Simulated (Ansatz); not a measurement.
# Sn4SeS3: the cost of one run

Program: Ansatz 0.2.0. Level of theory: DFT PBE, scalar-relativistic, plane waves, PAW. These are calculated values, not measurements.

### 1 The system as given

Symmetry: I4/mmm, No. 139, tetragonal system. Conventional cell: a = 5.957 Å, b = 5.957 Å, c = 11.914 Å, α = 90.00°, β = 90.00°, γ = 90.00°. Sn (site symmetry 4mm) has 5 S at 2.98 Å and 1 Se at 2.98 Å as nearest neighbours. Around Sn (site symmetry mmm) lie 2 Se at 2.98 Å and 4 S at 2.98 Å. Se (site symmetry 4/mmm) is surrounded by 6 Sn at 2.98 Å. S (site symmetry 4/mmm) has 6 Sn at 2.98 Å as nearest neighbours. Around S (site symmetry -4m2) lie 6 Sn at 2.98 Å.

Structure file:

```xyz
8
Lattice="-2.9784 2.9784 5.9568 2.9784 -2.9784 5.9568 2.9784 2.9784 -5.9568" Properties=species:S:1:pos:R:3 pbc="T T T"
Sn    0.0000    0.0000    2.9784
Sn    2.9784    0.0000    0.0000
Sn    0.0000    0.0000    8.9352
Sn    0.0000    2.9784    0.0000
Se    0.0000    0.0000    5.9568
S     0.0000    0.0000    0.0000
S     0.0000    2.9784    2.9784
S     2.9784    0.0000    2.9784
```

The start is an ordering of an alloy on its end members' structure types: elements ordered on the sites of the SnS type, S/Se on S (I4/mmm, No. 139).

### 2 The guess as it stands, on a coarse mesh

File input.yaml:

```yaml
crystal:
  lattice:
    - [-2.97839769, 2.97839769, 5.95679539]
    - [2.97839769, -2.97839769, 5.95679539]
    - [2.97839769, 2.97839769, -5.95679539]
  atoms:
    - { symbol: Sn, position: [0.25, 0.25, 0.0] }
    - { symbol: Sn, position: [0.0, 0.5, 0.5] }
    - { symbol: Sn, position: [0.75, 0.75, 0.0] }
    - { symbol: Sn, position: [0.5, 0.0, 0.5] }
    - { symbol: Se, position: [0.5, 0.5, 0.0] }
    - { symbol: S, position: [0.0, 0.0, 0.0] }
    - { symbol: S, position: [0.75, 0.25, 0.5] }
    - { symbol: S, position: [0.25, 0.75, 0.5] }
basis:
  ecutwfc: 420
kpoints:
  mp_grid: { grid: [4, 4, 4] }
hamiltonian:
  xc: pbe
scf:
  occupations: { method: gaussian, width: 0.1 }
  lower_state_search: "off"
output:
  forces: true
  stress: true
  eigenvalues: true
```

Command:

```bash
$ ansatz run input.yaml --threads 1 --pin off --max-ram 2560MiB --backend cpu --events-out ev --progress --plain --runs-dir out
```

**Question.** How long does this run take on 1 thread of Intel Xeon 6975P-C (Granite Rapids), shared host, and how much memory does it need?

About 4.7 s, with a peak of 0.57 GiB.
